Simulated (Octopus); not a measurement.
# NbRu3C (Pm-3m) in Octopus: reference runs

Aim: a first look at NbRu3C with PBEsol, on the cell as given.

Everything below comes from runs of Octopus 16.4. Logs are shortened: lines on timing, memory, paths and dates and some standing lists are left out, and cuts for length are marked.

## Step 1: The structure

Symmetry: Pm-3m, No. 221, cubic system. Conventional cell: a = 4.065 Å, b = 4.065 Å, c = 4.065 Å, α = 90.00°, β = 90.00°, γ = 90.00°. Ru (site symmetry 4/mmm) is surrounded by 2 C at 2.03 Å. Nb (site symmetry m-3m) has 12 Ru at 2.87 Å as nearest neighbours. Around C (site symmetry m-3m) lie 6 Ru at 2.03 Å.

The cell comes from a database or a generator and needn't be the stable form of this composition.

## Step 2: Single point, PBEsol

inp

```
CalculationMode = gs
UnitsOutput = eV_Angstrom
PeriodicDimensions = 3
ExperimentalFeatures = yes
PseudopotentialSet = pseudodojo_pbesol
%LatticeParameters
 1*angstrom | 1*angstrom | 1*angstrom
%
%LatticeVectors
 4.065138 | 0 | 0
 0 | 4.065138 | 0
 0 | 0 | 4.065138
%
%ReducedCoordinates
 "Ru" | 0.5 | 0.5 | 0
 "Ru" | 0.5 | 0 | 0.5
 "Ru" | 0 | 0.5 | 0.5
 "Nb" | 0 | 0 | 0
 "C" | 0.5 | 0.5 | 0.5
%
%Spacing
 0.11956288*angstrom | 0.11956288*angstrom | 0.11956288*angstrom
%
DerivativesOrder = 8
%KPointsGrid
 7 | 7 | 7
%
KPointsUseSymmetries = yes
XCFunctional = gga_x_pbe_sol + gga_c_pbe_sol
SmearingFunction = fermi_dirac
Smearing = 0.05*eV
ExtraStates = 17
Eigensolver = chebyshev_filter
ConvRelDens = 3e-7
MaximumIter = 120
Mixing = 0.2
```

Potentials or basis: pseudodojo_pbesol (PseudoDojo 0.4, PBEsol).

On the command line:

```bash
> OMP_NUM_THREADS=1 octopus > out.log
```

out.log:

```text
Running octopus

[... 13 lines left out ...]

Input: [AllElectronType = no]
Input: [PseudopotentialSet = pseudodojo_pbesol]
Reading Coordinates from ReducedCoordinates block

****************************** Species *******************************
  Species 'Ru'
    type             : pseudopotential
    file             : 'Ru.upf'
    file format      : UPF2
    valence charge   : 16.0
    atomic number    :  44
    form on file     : kleinman-bylander
    lmax             : 2
    llocal           : -1
    projectors per l : 2
    total projectors : 6
    application form : kleinman-bylander
    orbitals         : 10
    bound orbitals   : 10

  Species 'Nb'
    type             : pseudopotential
    file             : 'Nb.upf'
    file format      : UPF2
    valence charge   : 13.0
    atomic number    :  41
    form on file     : kleinman-bylander
    lmax             : 2
    llocal           : -1
    projectors per l : 2
    total projectors : 6
    application form : kleinman-bylander
    orbitals         : 10
    bound orbitals   : 10

  Species 'C'
    type             : pseudopotential
    file             : 'C.upf'
    file format      : UPF2
    valence charge   : 4.0
    atomic number    :   6
    form on file     : kleinman-bylander
    lmax             : 1
    llocal           : -1
    projectors per l : 2
    total projectors : 4
    application form : kleinman-bylander
    orbitals         :  4
[... 328 lines left out ...]
Fermi energy =    16.459269 eV
Generating random wavefunctions for states       45 and above
Orthogonalizing wavefunctions.
Info: Ground-state restart information will be written to 'restart/gs'.
Info: SCF using complex wavefunctions.
Info: Starting SCF iteration.

** Warning:
**   Symmetrization discrepancy ratio (scalar) =  5.18730E-02

*********************** SCF CYCLE ITER #    1 ************************
 etot  = -9.96294888E+03 abs_ev   =  1.04E+02 rel_ev   =  1.21E-01
 ediff =        3.66E+02 abs_dens =  5.86E+00 rel_dens =  9.02E-02
Matrix vector products: 500
Converged eigenvectors: 0

#  State  KPoint  Eigenvalue [eV]  Occupation    Error
      1       1      -60.222152    2.000000   ( 1.0E-07)
      1       2      -60.218201    2.000000   ( 7.4E-06)
      1       3      -60.214416    2.000000   ( 9.8E-06)
      1       4      -60.210810    2.000000   ( 1.4E-05)
      1       5      -60.207502    2.000000   ( 9.8E-06)
      1       6      -60.204140    2.000000   ( 1.3E-05)
      1       7      -60.200993    2.000000   ( 1.4E-05)
      1       8      -60.194941    2.000000   ( 1.4E-05)
[... 23 lines left out ...]
     50      19       28.515838    0.000000   ( 2.4E-01)
     50       4       28.539086    0.000000   ( 2.0E-01)
     50      16       28.567295    0.000000   ( 2.0E-01)
     50       9       28.767947    0.000000   ( 2.3E-01)
     50       5       28.851348    0.000000   ( 1.9E-01)
     50       7       28.917344    0.000000   ( 1.4E-01)
     50      14       29.063640    0.000000   ( 1.9E-01)
     50      15       29.962132    0.000000   ( 2.0E-01)

Density of states:

-----------------------%----------------------------------------------
-----------------------%----------------------------------------------
-----------------------%----------------------------------------------
-----------------------%----------------------------------------------
-----------------------%----------------------------------------------
-----------------------%----------------------------------------------
%----------------------%--------%-------------------%%%-%-------------
%----------------------%--------%-------------------%%%-%%------------
%----------------------%--------%------------------%%%%%%%--%---%-----
%-------------%-------%%--------%----------%%---%%%%%%%%%%%%%%%%%%%%%-
                                                       ^

Fermi energy =    12.150669 eV

**********************************************************************

*********************** SCF CYCLE ITER #    2 ************************
 etot  = -9.98147918E+03 abs_ev   =  2.81E+01 rel_ev   =  3.17E-02
 ediff =        6.81E-01 abs_dens =  1.90E+00 rel_dens =  2.92E-02
Matrix vector products: 500
Converged eigenvectors: 0
[... 163 lines left out ...]
*********************** SCF CYCLE ITER #   16 ************************
 etot  = -1.01045794E+04 abs_ev   =  1.04E-04 rel_ev   =  1.11E-07
 ediff =        1.97E-07 abs_dens =  5.85E-06 rel_dens =  9.00E-08
Matrix vector products: 500
Converged eigenvectors: 0

#  State  KPoint  Eigenvalue [eV]  Occupation    Error
      1       1      -62.076163    2.000000   ( 5.2E-08)
      1       2      -62.072636    2.000000   ( 6.8E-08)
      1       3      -62.069258    2.000000   ( 6.8E-08)
      1       4      -62.066040    2.000000   ( 6.8E-08)
      1       5      -62.063086    2.000000   ( 8.0E-08)
      1       6      -62.060087    2.000000   ( 8.1E-08)
      1       7      -62.057280    2.000000   ( 6.8E-08)
      1       8      -62.051880    2.000000   ( 5.4E-08)
[... 23 lines left out ...]
     50       8       25.291420    0.000000   ( 5.9E-02)
     50       9       25.392884    0.000000   ( 3.6E-02)
     50      15       25.397969    0.000000   ( 5.4E-02)
     50      18       25.605281    0.000000   ( 3.9E-02)
     50      17       25.644789    0.000000   ( 6.8E-02)
     50       5       25.825401    0.000000   ( 6.0E-02)
     50      14       25.988434    0.000000   ( 5.1E-02)
     50       1       26.633114    0.000000   ( 4.6E-03)

Density of states:

-----------------------%----------------------------------------------
-----------------------%----------------------------------------------
-----------------------%----------------------------------------------
-----------------------%----------------------------------------------
-----------------------%------------------------------%---%-----------
%----------------------%--------%---------------------%%--%-----------
%----------------------%%-------%--------------------%%%%%%-----------
%----------------------%%-------%--------------------%%%%%%-----------
%------------%---------%%-------%------------------%%%%%%%%%-%%-%-%%%-
%------------%---------%%-------%-------------%%---%%%%%%%%%%%%%%%%%%-
                                                         ^

Fermi energy =    11.131503 eV

**********************************************************************

Info: SCF converged in   16 iterations

** Warning:
**   Some of the states are not fully converged!

Info: Number of matrix-vector products:       8000
Info: Finished writing information to 'restart/gs'.

Octopus emitted 20 warnings.
```

It took 9.9 min on 1 thread of Arm Neoverse V1, shared host; peak memory 1.6 GiB.

What came out:

- Free energy: -10104.6022 eV
- Band gap on the k mesh: none (metal or under the smearing width)
